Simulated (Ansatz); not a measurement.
# CH6AlFSi2: a ladder of functionals and wavefunction methods

One table from this session's results is given with a row withheld; the runs are named, their logs left out.

Program: Ansatz 0.2.0, Gaussian basis. Level of theory: functionals in def2-TZVPP, the program's frozen cores in correlated methods. These are calculated values, not measurements.

The runs, in order: PBE-D4, r2SCAN-D4, PBE0-D4, B3LYP-D4, ωB97X-V, ωB97M-V, B2PLYP; CCSD(T)/def2-TZVPP; MP2/def2-QZVPP; extrapolation to the limit.

## The geometry

An earlier PBE0-D4 in a triple-zeta def2 set relaxation fixed the geometry.

SMILES `F[Si]1([AlH2])C[SiH2]1`, 11 atoms, charge 0, spin multiplicity 1.

Atoms are counted from 1 here; the program's logs count them from 0.

Bond lengths: F1–Si2 1.609 Å, Si2–Al3 2.469 Å, Si2–C4 1.865 Å, Si2–Si5 2.540 Å, Al3–H6 1.589 Å, Al3–H7 1.583 Å, C4–Si5 1.908 Å, C4–H8 1.090 Å, C4–H9 1.088 Å, Si5–H10 1.482 Å, Si5–H11 1.484 Å. Angles: F1–Si2–Al3 116.4°, F1–Si2–C4 105.2°, F1–Si2–Si5 105.2°, Al3–Si2–C4 106.4°, Al3–Si2–Si5 63.1°, C4–Si2–Si5 48.4°, Si2–Al3–H6 111.9°, Si2–Al3–H7 114.6°, H6–Al3–H7 125.2°, Si2–C4–Si5 84.6°, Si2–C4–H8 113.9°, Si2–C4–H9 116.7°, Si5–C4–H8 110.4°, Si5–C4–H9 117.1°, H8–C4–H9 111.6°, Si2–Si5–C4 47.0°, Si2–Si5–H10 113.1°, Si2–Si5–H11 133.4° and more.

The first run:

File in.yaml:

```yaml
crystal:
  periodic: [false, false, false]
  atoms:
    - {symbol: F, position_ang: [-2.450250, -0.699574, -0.121378]}
    - {symbol: Si, position_ang: [-1.216850, 0.088820, -0.790235]}
    - {symbol: Al, position_ang: [-0.211274, 1.897987, 0.555346]}
    - {symbol: C, position_ang: [0.114673, -1.196017, -1.023292]}
    - {symbol: Si, position_ang: [0.806192, -0.517161, 0.620452]}
    - {symbol: H, position_ang: [0.852013, 2.734346, -0.277563]}
    - {symbol: H, position_ang: [-1.157796, 2.488328, 1.679145]}
    - {symbol: H, position_ang: [0.800155, -0.978261, -1.842706]}
    - {symbol: H, position_ang: [-0.205992, -2.235682, -1.034919]}
    - {symbol: H, position_ang: [0.477536, -1.413953, 1.753632]}
    - {symbol: H, position_ang: [2.256893, -0.226034, 0.502218]}
basis:
  gaussian: {orbitals: def2-TZVPP}
hamiltonian: {xc: pbe, dispersion: d4}
output: {forces: true, orbitals: {seedname: orbitals}}
```

On the command line:

```bash
ansatz run in.yaml --threads 4 --pin off --events-out ev --progress --plain --max-ram 10444MiB
```

Steps of the session up to this table: PBE-D4 (GGA); r2SCAN-D4 (meta-GGA); PBE0-D4 (hybrid); B3LYP-D4 (hybrid); ωB97X-V (range-separated); ωB97M-V (range-separated); B2PLYP (double hybrid); CCSD(T) in def2-TZVPP; MP2 in def2-QZVPP.

One of the session's tables, all rows but one given; the rest of the session is left out.

```
            method  atomisation energy (eV)
            PBE-D4                   37.335
         r2SCAN-D4                   37.306
           PBE0-D4                   36.875
          B3LYP-D4                   36.847
           ωB97X-V                   37.244
           ωB97M-V                   37.079
            B2PLYP                   36.386
     HF/def2-TZVPP                   27.281
    MP2/def2-TZVPP                        ?
   CCSD/def2-TZVPP                   35.477
CCSD(T)/def2-TZVPP                   36.044
           MP2/CBS                   37.403
       CCSD(T)/CBS                   37.086
```

Q: Estimate the row for MP2/def2-TZVPP from the others.

**Answer.** atomisation energy (eV): 36.361. In the column «atomisation energy (eV)» it lies between CCSD(T)/def2-TZVPP (36.044) and B2PLYP (36.386).

To keep in mind: Free atoms (1 F, 2 Si, 1 Al, 1 C, 6 H) were run apart at each level; the atomisation energy is their sum less the molecule, without zero-point or spin-orbit terms.
